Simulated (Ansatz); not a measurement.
# CH2AlNO: the cost of one run

All numbers below are computed with Ansatz 0.2.0 (RKS BLYP-D4/def2-SVP).

### 1 Starting point

Bond lengths: O1–C2 1.287 Å, C2–N3 1.296 Å, N3–Al4 1.865 Å, Al4–H5 1.641 Å, Al4–H6 1.604 Å. Angles: O1–C2–N3 178.3°, C2–N3–Al4 118.9°, N3–Al4–H5 118.6°, N3–Al4–H6 122.7°, H5–Al4–H6 118.2°.

As a file:

```xyz
6

O     1.6334   -1.6115    1.5383
C     0.9508   -1.2279    0.5170
N     0.2751   -0.8733   -0.5309
Al   -0.6132    0.7663   -0.5199
H    -1.4983    1.1880   -1.8363
H    -0.7058    1.6943    0.7857
```

### 2 End point A

input.yaml

```yaml
crystal:
  periodic: [false, false, false]
  atoms:
    - { symbol: O, position_ang: [1.6334, -1.6115, 1.5383] }
    - { symbol: C, position_ang: [0.9508, -1.2279, 0.517] }
    - { symbol: "N", position_ang: [0.2751, -0.8733, -0.5309] }
    - { symbol: Al, position_ang: [-0.6132, 0.7663, -0.5199] }
    - { symbol: H, position_ang: [-1.4983, 1.188, -1.8363] }
    - { symbol: H, position_ang: [-0.7058, 1.6943, 0.7857] }
basis:
  gaussian: { orbitals: def2-SVP }
hamiltonian:
  xc: blyp
  dispersion: d4
relax:
  f_tol: 0.015
  max_steps: 40
```

Command:

```bash
$ ansatz run input.yaml --threads 1 --pin off --max-ram 2048MiB --backend cpu --events-out ev --progress --plain --runs-dir out
```

What time and memory should one allow on 1 thread of Arm Neoverse V1, shared host?

About 19 s, with a peak of 0.15 GiB.
